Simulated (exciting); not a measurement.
# TlBi (Pm-3m) in exciting: reference runs

How does TlBi come out in PBEsol? The cell is run as given.

Everything below comes from runs of exciting (release sodium). Logs are shortened: lines on timing, memory, paths and dates and some standing lists are left out, and cuts for length are marked.

## 1. The structure

The structure is cubic, space group Pm-3m (No. 221). The conventional cell has a = 3.992 Å, b = 3.992 Å, c = 3.992 Å, α = 90.00°, β = 90.00°, γ = 90.00°. Bi (site symmetry m-3m) is surrounded by 8 Tl at 3.46 Å. Around Tl (site symmetry m-3m) lie 8 Bi at 3.46 Å.

The cell comes from a database or a generator and needn't be the stable form of this composition.

## 2. Single point, PBEsol

input.xml

```xml
<input>
  <title>TlBi</title>
  <structure speciespath="./" tshift="false">
    <crystal scale="1">
      <basevect>7.543236779204 0.000000000000 0.000000000000</basevect>
      <basevect>0.000000000000 7.543236779204 0.000000000000</basevect>
      <basevect>0.000000000000 0.000000000000 7.543236779204</basevect>
    </crystal>
    <species speciesfile="Bi.xml" rmt="2.3">
      <atom coord="0.500000000000 0.500000000000 0.500000000000"/>
    </species>
    <species speciesfile="Tl.xml" rmt="2.3">
      <atom coord="0.000000000000 0.000000000000 0.000000000000"/>
    </species>
  </structure>
  <groundstate do="fromscratch" ngridk="7 7 7" rgkmax="9" gmaxvr="14" lmaxapw="10" lmaxmat="10" lmaxvr="8" xctype="GGA_PBE_SOL" stype="Fermi Dirac" swidth="0.00183747" nempty="10" ValenceRelativity="iora*" epsengy="1e-05" epspot="1e-05" maxscl="60" tforce="true" outputlevel="normal"/>
</input>
```

Potentials or basis: all-electron LAPW+lo, shipped species files, valence relativity iora*.

Launch:

```bash
> OMP_NUM_THREADS=1 exciting_smp
```

INFO.OUT:

```text
================================================================================
EXCITING SODIUM started
[... 10 lines left out ...]

 Lattice vectors (cartesian) :
      7.5432367792      0.0000000000      0.0000000000
      0.0000000000      7.5432367792      0.0000000000
      0.0000000000      0.0000000000      7.5432367792

 Reciprocal lattice vectors (cartesian) :
      0.8329561289      0.0000000000      0.0000000000
      0.0000000000      0.8329561289      0.0000000000
      0.0000000000      0.0000000000      0.8329561289

 Unit cell volume                           :     429.2133492475
 Brillouin zone volume                      :       0.5779182168

 Species :    1 (Bi)
     parameters loaded from                 :    Bi.xml
     name                                   :    bismuth
     nuclear charge                         :     -83.00000000
     electronic charge                      :      83.00000000
     atomic mass                            :  380947.92830000
     muffin-tin radius                      :       2.30000000
     # of radial points in muffin-tin       :     450

     atomic positions (lattice) :
       1 :   0.50000000  0.50000000  0.50000000

 Species :    2 (Tl)
     parameters loaded from                 :    Tl.xml
     name                                   :    thallium
     nuclear charge                         :     -81.00000000
     electronic charge                      :      81.00000000
     atomic mass                            :  372567.96410000
     muffin-tin radius                      :       2.30000000
     # of radial points in muffin-tin       :     450

     atomic positions (lattice) :
       1 :   0.00000000  0.00000000  0.00000000

 Total number of atoms per unit cell        :       2

 Spin treatment                             :    spin-unpolarised

 Number of Bravais lattice symmetries       :      48
 Number of crystal symmetries               :      48

 k-point grid                               :       7    7    7
 Total number of k-points                   :      20
 k-point set is reduced with crystal symmetries

 R^MT_min * |G+k|_max (rgkmax)              :       9.00000000
 Species with R^MT_min                      :       1 (Bi)
 Maximum |G+k| for APW functions            :       3.91304348
 Maximum |G| for potential and density      :      14.00000000

 G-vector grid sizes                        :      36    36    36
 Total number of G-vectors                  :   19933

 Maximum angular momentum used for
     APW functions                          :      10
     computing H and O matrix elements      :      10
     potential and density                  :       8
     inner part of muffin-tin               :       2

 Total nuclear charge                       :    -164.00000000
 Total electronic charge                    :     164.00000000
 Total core charge                          :     130.00000000
 Total valence charge                       :      34.00000000

 Number of empty states                     :      10
 Total number of valence states             :      28

 Maximum Hamiltonian size                   :     492
 Maximum number of plane-waves              :     461
 Total number of local-orbitals             :      31

 Exchange-correlation type                  :      22
[... 23 lines left out ...]
+ SCF iteration number :    1                                                  +
++++++++++++++++++++++++++++++++++++++++++++++++++++++++++++++++++++++++++++++++
 Total energy                               :    -41845.64946978
 _______________________________________________________________
 Fermi energy                               :         0.25842817
 Kinetic energy                             :     48751.66353938
 Coulomb energy                             :    -89828.13426528
 Exchange energy                            :      -757.87330963
 Correlation energy                         :       -11.30543424

 DOS at Fermi energy (states/Ha/cell)       :        53.53794010

 Electron charges :
     core                                   :       130.00000000
     core leakage                           :         0.00887392
     valence                                :        34.00000000
     interstitial                           :         5.94968418
     charge in muffin-tin spheres :
                  atom     1    Bi          :        79.75034117
                  atom     2    Tl          :        78.29997465
     total charge in muffin-tins            :       158.05031582
     total charge                           :       164.00000000

++++++++++++++++++++++++++++++++++++++++++++++++++++++++++++++++++++++++++++++++
+ SCF iteration number :    2                                                  +
++++++++++++++++++++++++++++++++++++++++++++++++++++++++++++++++++++++++++++++++
 Total energy                               :    -41852.78702879
 _______________________________________________________________
 Fermi energy                               :         0.25453380
 Kinetic energy                             :     48747.11588750
 Coulomb energy                             :    -89830.62039220
 Exchange energy                            :      -757.97578631
 Correlation energy                         :       -11.30673778

 DOS at Fermi energy (states/Ha/cell)       :        48.69335653

 Electron charges :
     core                                   :       130.00000000
     core leakage                           :         0.00881031
     valence                                :        34.00000000
     interstitial                           :         5.91447901
     charge in muffin-tin spheres :
                  atom     1    Bi          :        79.74781514
                  atom     2    Tl          :        78.33770585
     total charge in muffin-tins            :       158.08552099
     total charge                           :       164.00000000
[... 354 lines left out ...]
++++++++++++++++++++++++++++++++++++++++++++++++++++++++++++++++++++++++++++++++
+ SCF iteration number :   15                                                  +
++++++++++++++++++++++++++++++++++++++++++++++++++++++++++++++++++++++++++++++++
 Total energy                               :    -41858.90783070
 _______________________________________________________________
 Fermi energy                               :         0.24352267
 Kinetic energy                             :     48742.14444291
 Coulomb energy                             :    -89831.70565933
 Exchange energy                            :      -758.03896583
 Correlation energy                         :       -11.30764846

 DOS at Fermi energy (states/Ha/cell)       :        46.27279648

 Electron charges :
     core                                   :       130.00000000
     core leakage                           :         0.00872520
     valence                                :        34.00000000
     interstitial                           :         5.87942832
     charge in muffin-tin spheres :
                  atom     1    Bi          :        79.75629355
                  atom     2    Tl          :        78.36427813
     total charge in muffin-tins            :       158.12057168
     total charge                           :       164.00000000

 RMS change in effective potential (target) :  0.408828E-08  ( 0.100000E-04)
 Absolute change in total energy   (target) :  0.217697E-06  ( 0.100000E-04)
 Charge distance                   (target) :  0.915903E-09  ( 0.100000E-04)
 Abs. change in max-nonIBS-force   (target) :   0.00000      ( 0.500000E-04)

++++++++++++++++++++++++++++++++++++++++++++++++++++++++++++++++++++++++++++++++
| Convergency criteria checked for the last 2 iterations                       +
| Convergence targets achieved. Performing final SCF iteration                 +
++++++++++++++++++++++++++++++++++++++++++++++++++++++++++++++++++++++++++++++++
 Total energy                               :    -41858.90782982
 _______________________________________________________________
 Fermi energy                               :         0.24352267
 Kinetic energy                             :     48742.14444331
 Coulomb energy                             :    -89831.70565887
 Exchange energy                            :      -758.03896580
 Correlation energy                         :       -11.30764845

 DOS at Fermi energy (states/Ha/cell)       :        46.27279650

 Electron charges :
     core                                   :       130.00000000
     core leakage                           :         0.00872520
     valence                                :        34.00000000
     interstitial                           :         5.87942832
     charge in muffin-tin spheres :
                  atom     1    Bi          :        79.75629355
                  atom     2    Tl          :        78.36427813
     total charge in muffin-tins            :       158.12057168
     total charge                           :       164.00000000

++++++++++++++++++++++++++++++++++++++++++++++++++++++++++++++++++++++++++++++++
+ Self-consistent loop stopped                                                 +
++++++++++++++++++++++++++++++++++++++++++++++++++++++++++++++++++++++++++++++++
 STATE.OUT is written

--------------------------------------------------------------------------------
- Writing atomic positions and forces                                          -
--------------------------------------------------------------------------------

 Atomic positions (lattice) :
 atom     1  Bi  :     0.50000000    0.50000000    0.50000000
 atom     2  Tl  :     0.00000000    0.00000000    0.00000000

 Total atomic forces including IBS (cartesian) :
 atom     1  Bi  :    -0.00000000    0.00000000   -0.00000000
 atom     2  Tl  :     0.00000000    0.00000000    0.00000000

 Atomic force components including IBS (cartesian) :
 atom     1  Bi  :     0.00000000    0.00000000    0.00000000   HF force
                 :    -0.00000000   -0.00000000    0.00000000   core correction
                 :    -0.00000000    0.00000000    0.00000000   IBS correction
 atom     2  Tl  :    -0.00000000    0.00000000    0.00000000   HF force
                 :     0.00000000    0.00000000   -0.00000000   core correction
                 :     0.00000000   -0.00000000    0.00000000   IBS correction

********************************************************************************
[... 7 lines left out ...]
| EXCITING SODIUM stopped                                                      =
================================================================================
```

It took 99 s on 1 thread of Arm Neoverse V2, shared host; peak memory 0.15 GiB.

What came out:

```yaml
Free_energy: -1139038.9228 eV
Band_gap_on_the_k_mesh: none (metal or under the smearing width)
All_electrons_inside_the_program's_atomic_spheres: Bi 79.76; Tl 78.36 (radii Bi 2.3, Tl 2.3 bohr)
```

Levels at points of the mesh, in eV from the Fermi level:
```csv
k point,band 15,band 16,band 17,band 18,band 19,band 20
"(0.00, 0.00, 0.00)",-4.77,-0.55,-0.55,-0.55,4.73,4.73
```

Caveat: the log's total energy holds no entropy term; the free energy is that total less TS from the occupations; spin-orbit coupling is left out, which moves the levels of the heavy elements.
